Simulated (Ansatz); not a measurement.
# Na2LiTlBr6: the cost of one run

Program: Ansatz 0.2.0. Level of theory: DFT PBEsol, scalar-relativistic, plane waves, PAW. These are calculated values, not measurements.

**1. The starting structure**

It takes space group Fm-3m (No. 225, cubic). Conventional cell: a = 10.907 Å, b = 10.907 Å, c = 10.907 Å, α = 90.00°, β = 90.00°, γ = 90.00°. Na (site symmetry -43m) is surrounded by 12 Br at 3.86 Å. Li (site symmetry m-3m) has 6 Br at 2.69 Å as nearest neighbours. Tl (site symmetry m-3m) is surrounded by 6 Br at 2.76 Å. Br (site symmetry 4mm) has 1 Li at 2.69 Å and 1 Tl at 2.76 Å and 4 Na at 3.86 Å as nearest neighbours.

Coordinates:

```cif
data_structure
_symmetry_space_group_name_H-M 'P 1'
_symmetry_Int_Tables_number 1
_cell_length_a 7.7122
_cell_length_b 7.7122
_cell_length_c 7.7122
_cell_angle_alpha 60.000
_cell_angle_beta 60.000
_cell_angle_gamma 60.000
_cell_volume 324.35
loop_
_atom_site_label
_atom_site_type_symbol
_atom_site_fract_x
_atom_site_fract_y
_atom_site_fract_z
_atom_site_occupancy
Na1 Na 0.75000 0.75000 0.75000 1
Na2 Na 0.25000 0.25000 0.25000 1
Li1 Li 0.50000 0.50000 0.50000 1
Tl1 Tl 0.00000 0.00000 0.00000 1
Br1 Br 0.74684 0.25316 0.25316 1
Br2 Br 0.25316 0.25316 0.74684 1
Br3 Br 0.25316 0.74684 0.74684 1
Br4 Br 0.25316 0.74684 0.25316 1
Br5 Br 0.74684 0.25316 0.74684 1
Br6 Br 0.74684 0.74684 0.25316 1
```

Source of the structure: the Materials Project (structure only).

(A quick probe on a coarse mesh, which set the mesh and smearing, is not shown.)

**3. Relaxing cell and atoms**

Contents of input.yaml:

```yaml
crystal:
  lattice:
    - [0.0, 5.453317, 5.453317]
    - [5.453317, 0.0, 5.453317]
    - [5.453317, 5.453317, 0.0]
  atoms:
    - { symbol: Na, position: [0.75, 0.75, 0.75] }
    - { symbol: Na, position: [0.25, 0.25, 0.25] }
    - { symbol: Li, position: [0.5, 0.5, 0.5] }
    - { symbol: Tl, position: [0.0, 0.0, 0.0] }
    - { symbol: Br, position: [0.746836, 0.253164, 0.253164] }
    - { symbol: Br, position: [0.253164, 0.253164, 0.746836] }
    - { symbol: Br, position: [0.253164, 0.746836, 0.746836] }
    - { symbol: Br, position: [0.253164, 0.746836, 0.253164] }
    - { symbol: Br, position: [0.746836, 0.253164, 0.746836] }
    - { symbol: Br, position: [0.746836, 0.746836, 0.253164] }
basis:
  ecutwfc: 420
kpoints:
  mp_grid: { grid: [6, 6, 6] }
hamiltonian:
  xc: pbesol
scf:
  occupations: { method: gaussian, width: 0.02 }
output:
  forces: true
  stress: true
  eigenvalues: true
  write_density: true
  write_potential: true
  elf: true
  volumetric_format: npy
relax:
  adjacent_minimum: "off"
  f_tol: 0.005
  max_steps: 80
  cell: { stress_tol: 0.05 }
```

The run is started by

```console
$ ansatz run input.yaml --threads 2 --pin off --max-ram 5120MiB --backend cpu --events-out ev --progress --plain --runs-dir out
```

Q: Estimate wall time and peak memory on 2 threads of Arm Neoverse V2, shared host.

About 49 s, with a peak of 0.73 GiB.
